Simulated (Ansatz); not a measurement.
**GeP₂ (singlet): the correlation ladder, cc-pVTZ**

An exercise on one series of results from a longer session: the logs are not shown, and one member is left open.

Method: cc-pVTZ, core rule «outside noble gas», up to 24 orbitals frozen; program: Ansatz 0.2.0, Gaussian basis.

Plan: UHF; CCSD(T) on RHF; CCSD(T) on UHF; BCCD(T) on RHF; CCSDT(Q) on RHF; CCSDT(Q) on UHF; CASSCF and NEVPT2, 14 electrons in 12 orbitals.

5 further runs of the same task are left out: 1 for a known fault of the program, 4 set aside as unsound or not needed.

## The geometry

The geometry is a PBE0/def2-TZVP stationary point (not a proven minimum) of the parent state, kept for this charge and spin. No spin-orbit coupling is included. The filled d shell of Ge may be among the frozen orbitals whatever the setting's name suggests; the logs give the count.

3 atoms, charge 0, spin multiplicity 1.

Atoms are counted from 1 here; the program's logs count them from 0.

Bond lengths: Ge1–P2 2.182 Å, P2–P3 1.952 Å. Angles: Ge1–P2–P3 180.0°.

The first run:

in.yaml reads:

```yaml
crystal:
  periodic: [false, false, false]
  atoms:
    - {symbol: Ge, position_ang: [0.000000, 0.000000, 2.105092]}
    - {symbol: P, position_ang: [0.000000, 0.000000, -0.076447]}
    - {symbol: P, position_ang: [0.000000, 0.000000, -2.028645]}
basis:
  gaussian: {orbitals: cc-pVTZ}
magnetization: {spin_polarized: true, initial_magnetization: 0}
hamiltonian: {xc: hf}
output: {orbitals: {seedname: orbitals}}
```

Started as:

```bash
$ ansatz run in.yaml --threads 1 --pin off --events-out ev --progress --plain --max-ram 4096MiB --backend cpu
```

Steps of the session up to this table: UHF; CCSD(T) on RHF; CCSD(T) on UHF; BCCD(T) on RHF; CCSDT(Q) on RHF; CCSDT(Q) on UHF; CASSCF and NEVPT2, 14 electrons in 12 orbitals.

One table of the session follows, with a row left open; its other results are not shown here.

| method | from RCCSDT(Q) (meV) |
| --- | --- |
| RHF | +11915.9 |
| UHF | +10878.0 |
| RMP2 | +1779.1 |
| UMP2 | +1753.5 |
| RCCSD | +1056.6 |
| UCCSD | +630.0 |
| RCCSD(T) | +197.6 |
| UCCSD(T) | -166.2 |
| BCCD(T) | +190.8 |
| RCCSDT | +149.5 |
| UCCSDT | -277.9 |
| RCCSDT(Q) | 0 |
| UCCSDT(Q) | -419.4 |
| CASSCF valence | ? |
| NEVPT2 valence | +1899.6 |

Q: Estimate the row for CASSCF valence from the others.

**Answer.** from RCCSDT(Q) (meV): +8439.0. In the column «from RCCSDT(Q) (meV)» it lies between NEVPT2 valence (+1899.6) and UHF (+10878.0).

The program flags UCCSD(T), UCCSDT(Q) as in doubt (see the logs), so those rows may rest on another solution; read them beside their warnings.

Limits of these values: The determinant is far from a pure spin state, so its energy mixes those of several spin states (harmless only where they are near-degenerate, as at dissociation). The program flags UCCSD(T), UCCSDT(Q) as in doubt, so those rows may rest on another solution; read them beside their warnings. Warnings: restricted reference is unstable; spin contamination; large T1 diagnostic. Restricted and unrestricted rows rest on different reference determinants; where their highest levels disagree by more than a few hundredths of an eV, they describe different states and don't form one ladder.
